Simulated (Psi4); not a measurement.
# InH3Cl− ([InClH3]-) at CAM-B3LYP/def2-SVPD (core potential)

Aim: the energy change on altering one bond length of InH3Cl− ([InClH3]-) at CAM-B3LYP/def2-SVPD (core potential), from 2 runs. 

The calculation is run with Psi4 1.11.

### 1 The molecule

The species is InH3Cl− (5 atoms), meant as a singlet with charge -1. As SMILES, `[H][In-]([H])([H])[Cl]`. Geometry: a GFN2-xTB relaxation, a rough one for these elements and not checked as a minimum.

Bond lengths: In1–Cl2 2.339 Å, In1–H3 1.697 Å, In1–H4 1.696 Å, In1–H5 1.697 Å. Angles: Cl2–In1–H3 106.6°, Cl2–In1–H4 106.7°, Cl2–In1–H5 106.7°, H3–In1–H4 111.9°, H3–In1–H5 112.2°, H4–In1–H5 112.2°.

### 2 Energy and forces at CAM-B3LYP/def2-SVPD (core potential)

Contents of input.json:

```json
{
  "schema_name": "qcschema_input",
  "schema_version": 1,
  "molecule": {
    "schema_name": "qcschema_molecule",
    "schema_version": 2,
    "symbols": ["In", "Cl", "H", "H", "H"],
    "geometry": [-0.00406291, 0.00117163, -0.33202488, 0.02418849, -0.03845593, 4.08868703, 3.06284921, 0.02528454, -1.26787395, -1.54596605, 2.66638466, -1.22064969, -1.53700874, -2.6543849, -1.26811961],
    "molecular_charge": -1,
    "molecular_multiplicity": 1,
    "fix_symmetry": "c1"
  },
  "driver": "gradient",
  "model": {
    "method": "cam-b3lyp",
    "basis": "def2-SVPD"
  },
  "keywords": {
    "puream": true,
    "e_convergence": 1e-09,
    "d_convergence": 1e-08,
    "scf_type": "pk",
    "dft_radial_points": 99,
    "dft_spherical_points": 590
  }
}
```

Run with:

```sh
$ psi4 --qcschema input.json -n 1 --memory 1600MB
```

stdout:

```text
[...]
    !!!  WARNING: ECP capability is in beta. Please check occupations closely.  !!!
[...]
  Running in c1 symmetry.
[...]
  Nuclear repulsion =  109.245162326326792
[...]
  Multiplicity = 1
[...]
  Nalpha       = 21
  Nbeta        = 21
[...]
    Number of basis functions: 83
[...]
   @RKS iter   1:  -651.89578684221124   -9.75748e-01   5.90976e-03 ADIIS/DIIS
[...]
   @RKS iter  10:  -652.06225695464252   -1.93268e-12   1.97645e-09 DIIS
[...]
    Orbital Energies [Eh]
    ---------------------
    Doubly Occupied:
       1A   -101.361286     2A     -9.314596     3A     -7.080760
       4A     -7.076821     5A     -7.076820     6A     -4.542640
       7A     -2.949307     8A     -2.944587     9A     -2.944577
      10A     -0.693973    11A     -0.635561    12A     -0.635516
      13A     -0.627090    14A     -0.627062    15A     -0.619650
      16A     -0.327787    17A     -0.199014    18A     -0.198923
      19A     -0.198447    20A     -0.144262    21A     -0.143929
[...]
  @RKS Final Energy:  -652.06225695464252
   => Energetics <=
    Nuclear Repulsion Energy =            109.2451623263267919
    One-Electron Energy =               -1198.4526750283898764
    Two-Electron Energy =                 471.6468464745560709
    DFT Exchange-Correlation Energy =     -34.5015907271356639
    Empirical Dispersion Energy =           0.0000000000000000
    VV10 Nonlocal Energy =                  0.0000000000000000
    Total Energy =                       -652.0622569546426348
[...]
 Multipole Moments:
 ------------------------------------------------------------------------------------
     Multipole            Electronic (a.u.)      Nuclear  (a.u.)        Total (a.u.)
 ------------------------------------------------------------------------------------
 L = 1.  Multiply by 2.5417464519 to convert [e a0] to [Debye]
 Dipole X            :         -0.2162589            0.2095657           -0.0066932
 Dipole Y            :          0.2789023           -0.2774339            0.0014684
 Dipole Z            :        -32.1573968           31.6841329           -0.4732639
 Magnitude           :                                                    0.4733135
[...]
  -Total Gradient:
     Atom            X                  Y                   Z
    ------   -----------------  -----------------  -----------------
       1       -0.000033304023    -0.000183186165     0.028662830753
       2       -0.000213435657     0.000378998620    -0.040665451651
       3       -0.017194452557    -0.000002019937     0.004093192716
       4        0.008863234368    -0.015095171845     0.003842328818
       5        0.008577818022     0.014901819836     0.004070696852
[...]
```

The result, in JSON:

```text
{
 "driver": "gradient",
 "model": {
  "method": "cam-b3lyp",
  "basis": "def2-SVPD"
 },
 "success": true,
 "return_result": [-3.330402267026021e-05, -0.00018318616503437994, 0.028662830753418043, -0.000213435657291054, 0.0003789986200183978, -0.04066545165077975, -0.017194452557474454, -2.019937073368793e-06, 0.004093192715924822, 0.008863234368439755, -0.015095171844901542, 0.003842328817942914, 0.008577818021698463, 0.014901819836171906, 0.004070696852016595],
 "properties": {
  "calcinfo_nbasis": 83,
  "calcinfo_nmo": 83,
  "calcinfo_nalpha": 21,
  "calcinfo_nbeta": 21,
  "calcinfo_natom": 5,
  "nuclear_repulsion_energy": 109.24516232632679,
  "return_energy": -652.0622569546425,
  "return_gradient": [-3.330402267026021e-05, -0.00018318616503437994, 0.028662830753418043, -0.000213435657291054, 0.0003789986200183978, -0.04066545165077975, -0.017194452557474454, -2.019937073368793e-06, 0.004093192715924822, 0.008863234368439755, -0.015095171844901542, 0.003842328817942914, 0.008577818021698463, 0.014901819836171906, 0.004070696852016595],
  "scf_one_electron_energy": -1198.4526750283899,
  "scf_two_electron_energy": 471.64684647455607,
  "scf_xc_energy": -34.501590727135664,
  "scf_dipole_moment": [-0.006693193714072648, 0.0014684124282836608, -0.4732638738249513],
  "scf_total_energy": -652.0622569546425,
  "scf_total_gradient": [-3.330402267026021e-05, -0.00018318616503437994, 0.028662830753418043, -0.000213435657291054, 0.0003789986200183978, -0.04066545165077975, -0.017194452557474454, -2.019937073368793e-06, 0.004093192715924822, 0.008863234368439755, -0.015095171844901542, 0.003842328817942914, 0.008577818021698463, 0.014901819836171906, 0.004070696852016595],
  "scf_iterations": 10
 }
}
```

Run time: 21 s. Hardware: 1 thread of Intel Xeon Platinum 8375C at 2.90GHz (Ice Lake), shared host; peak memory 0.97 GiB.

### 3 The distorted shape, same level

Contents of run.py:

```python
import psi4

psi4.set_memory(1600000000)
psi4.set_num_threads(1)
psi4.set_output_file('psi4.out', False)

m = psi4.geometry("""
-1 1
In
Cl 1 2.339482
H 1 1.9514 2 106.60595
H 1 1.695885 3 111.90013 2 116.3316
H 1 1.696521 4 112.20044 3 -127.19058
units angstrom
symmetry c1
no_reorient
no_com
""")

options = {'basis': 'def2-SVPD', 'puream': True, 'e_convergence': 1e-09, 'd_convergence': 1e-08, 'scf_type': 'pk', 'dft_radial_points': 99, 'dft_spherical_points': 590}
psi4.set_options(options)

e, wfn = psi4.gradient("CAM-B3LYP", molecule=m, return_wfn=True)
psi4.oeprop(wfn, "LOWDIN_CHARGES", "MAYER_INDICES", "MULLIKEN_CHARGES")
print('gradient / Eh bohr^-1')
print(e.np.round(6))
print(f'energy = {wfn.energy():.10f} Eh')
```

Run with:

```sh
$ python run.py
```

psi4.out:

```text
[...]
    !!!  WARNING: ECP capability is in beta. Please check occupations closely.  !!!
[...]
  Running in c1 symmetry.
[...]
  Nuclear repulsion =  108.212845089828789
[...]
  Multiplicity = 1
[...]
  Nalpha       = 21
  Nbeta        = 21
[...]
    Number of basis functions: 83
[...]
   @RKS iter   1:  -651.89773659427647   -1.01007e+00   5.79646e-03 ADIIS/DIIS
[...]
   @RKS iter  10:  -652.05910995381737   -6.93490e-12   4.52598e-09 DIIS
[...]
  @RKS Final Energy:  -652.05910995381737
   => Energetics <=
    Nuclear Repulsion Energy =            108.2128450898287895
    One-Electron Energy =               -1196.2042521112173290
    Two-Electron Energy =                 470.4065473679045795
    DFT Exchange-Correlation Energy =     -34.4742503003332956
    Empirical Dispersion Energy =           0.0000000000000000
    VV10 Nonlocal Energy =                  0.0000000000000000
    Total Energy =                       -652.0591099538173694
[...]
 Multipole Moments:
 ------------------------------------------------------------------------------------
     Multipole            Electronic (a.u.)      Nuclear  (a.u.)        Total (a.u.)
 ------------------------------------------------------------------------------------
 L = 1.  Multiply by 2.5417464519 to convert [e a0] to [Debye]
 Dipole X            :          0.0089877           -0.0065474            0.0024403
 Dipole Y            :         -0.6831251            0.3434858           -0.3396393
 Dipole Z            :        -31.9356072           31.5857284           -0.3498788
 Magnitude           :                                                    0.4876228
[...]
  -Total Gradient:
     Atom            X                  Y                   Z
    ------   -----------------  -----------------  -----------------
       1       -0.000061114627    -0.034441277605     0.037027378288
       2       -0.000017227855    -0.000612942344    -0.038468581219
       3       -0.000100155794     0.022500963750    -0.007066993116
       4        0.014780522826     0.006334782195     0.004276045468
       5       -0.014601558280     0.006221246393     0.004237858500
[...]
  Mulliken Charges: (a.u.)
   Center  Symbol    Alpha    Beta     Spin     Total
       1    IN    10.57674 10.57674  0.00000 -0.15348
       2    CL     8.88769  8.88769  0.00000 -0.77538
       3     H     0.54139  0.54139  0.00000 -0.08277
       4     H     0.49700  0.49700  0.00000  0.00601
       5     H     0.49719  0.49719  0.00000  0.00563
   Total alpha = 21.00000, Total beta = 21.00000, Total charge = -1.00000
  Lowdin Charges: (a.u.)
   Center  Symbol    Alpha    Beta     Spin     Total
       1    IN    10.49861 10.49861  0.00000  0.00277
[...]
```

Standard output:

```text
gradient / Eh bohr^-1
[[-6.1000e-05 -3.4441e-02  3.7027e-02]
 [-1.7000e-05 -6.1300e-04 -3.8469e-02]
 [-1.0000e-04  2.2501e-02 -7.0670e-03]
 [ 1.4781e-02  6.3350e-03  4.2760e-03]
 [-1.4602e-02  6.2210e-03  4.2380e-03]]
energy = -652.0591099538 Eh
```

Run time: 22 s. Hardware: 1 thread of Intel Xeon Platinum 8375C at 2.90GHz (Ice Lake), shared host; peak memory 0.96 GiB.

### 4 Summary of results

At CAM-B3LYP/def2-SVPD (core potential):

| quantity | value |
| --- | --- |
| first shape: total energy | -652.06226 Eh |
| first shape: HOMO energy | -3.92 eV |
| first shape: LUMO energy | 4.09 eV |
| first shape: HOMO–LUMO gap (to an unbound level, set by the basis) | 8.01 eV |
| first shape: largest force on an atom | 2.091 eV/Å |
| distorted shape: total energy | -652.05911 Eh |
| distorted shape: HOMO energy | -3.78 eV |
| distorted shape: LUMO energy | 4.09 eV |
| distorted shape: HOMO–LUMO gap (to an unbound level, set by the basis) | 7.87 eV |
| distorted shape: largest force on an atom | 2.600 eV/Å |
| energy change with the In1–H3 bond stretched from 1.697 to 1.951 Å | 0.086 eV |

In words: With the In1–H3 bond stretched from 1.697 to 1.951 Å the energy rises by 0.09 eV (2.0 kcal/mol). The first shape isn't relaxed at this level, so the change isn't measured from a minimum. The largest force (first shape) is 2.09 eV/Å: the shape isn't a stationary point for this species at this level. Mulliken charges (distorted shape) run from -0.78 on Cl2 to +0.01 on H4; in a basis this large or diffuse they mean little.
